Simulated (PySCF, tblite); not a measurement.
**C4H5BBrF: geometry, infrared bands and NMR shifts**

Aim: predict the infrared bands and NMR shifts of C4H5BBrF (`CC=C=CB(F)Br`).

Programs: tblite 0.8.0 and PySCF 2.14.0, with density-fitted response routines of our own. Each step states its level of theory. These are calculated values for one molecule in the gas phase, unless marked as measured. Atoms count from 0, in the outputs and in this text.

### Step 1. The molecule as given

12 atoms, charge 0, multiplicity 1; geometry from: force field or distance geometry start.

Bonds of the start (Å): C0–C1 1.48, C1–C2 1.32, C2–C3 1.29, C3–B4 1.56, B4–F5 1.45, B4–Br6 2.01, C0–H7 1.12, C0–H8 1.13, C0–H9 1.10, C1–H10 1.05, C3–H11 1.05.

### Step 2. Geometry optimisation with GFN2-xTB

What the job is given:

```
{"job": {"kind": "relax", "xc": "GFN2-xTB", "basis": "xTB"}, "charge": 0, "multiplicity": 1}
C     -1.946100     0.175700     0.340100
C     -0.941700     0.563800    -0.675300
C      0.169200    -0.143100    -0.640300
C      1.259300    -0.829700    -0.607500
B      2.336500    -0.313200     0.390800
F      2.354200    -0.840800     1.736300
Br     2.956500     1.577100     0.115000
H     -2.158900    -0.925500     0.307200
H     -1.450300     0.339800     1.341700
H     -2.883700     0.753800     0.270000
H     -1.012000     1.329100    -1.386600
H      1.318200    -1.687700    -1.217400
```

On the command line:

```sh
> OMP_NUM_THREADS=1 python probes_run.py task.json out
```

This one command runs all jobs of the session in turn.

**Question.** This job is followed by: GFN2-xTB harmonic vibrations, gas phase; GIAO PBE0/pcSseg-1 NMR shielding, non-relativistic, gas phase. What will the session give for the following? strongest single infrared mode (GFN2-xTB); zero-point energy (GFN2-xTB); ¹³C shifts against TMS (PBE0/pcSseg-1); ¹H shifts against TMS (PBE0/pcSseg-1, means over atoms taken as alike); ¹¹B shifts against BF3·OEt2 (PBE0/pcSseg-1); ¹⁹F shifts against CFCl3 (PBE0/pcSseg-1); ⁷⁹Br shifts against HBr (PBE0/pcSseg-1).

**Answer**, as computed:

| quantity | value |
| --- | --- |
| strongest single infrared mode (GFN2-xTB) | 1262 cm⁻¹, 353 km/mol |
| zero-point energy (GFN2-xTB) | 50.4 kcal/mol |
| ¹³C shifts against TMS (PBE0/pcSseg-1) | 239.6, 89.8, 89.0, 15.4 ppm |
| ¹H shifts against TMS (PBE0/pcSseg-1, means over atoms taken as alike) | 5.55, 5.48, 1.89 ppm |
| ¹¹B shifts against BF3·OEt2 (PBE0/pcSseg-1) | 44.7 ppm |
| ¹⁹F shifts against CFCl3 (PBE0/pcSseg-1) | -17.3 ppm |
| ⁷⁹Br shifts against HBr (PBE0/pcSseg-1) | 245 ppm |

In words: Over 136 steps the energy fell by 1.095 eV; of the close pairs, B4–F5 changed most, 1.445 to 1.321 Å. No mode is imaginary among the 30: a minimum at this level. The strongest single mode, at 1262 cm⁻¹, has its largest shares on B4, F5 and H10 (the list is cut at 3 atoms). Unscaled tight-binding wavenumbers are off by several per cent, some by more. Its intensities can rank the bands wrongly. The most deshielded carbon is C2 (central carbon of an allene), at 239.6 ppm: the central sp carbon of an allene is among the most deshielded carbons of hydrocarbons. At PBE0/pcSseg-1: The widest tensor belongs to Br6: span 883 ppm, with a paramagnetic part of -749 ppm. Spin-orbit coupling is left out, which matters for shieldings and couplings at and beside the heavy atoms.
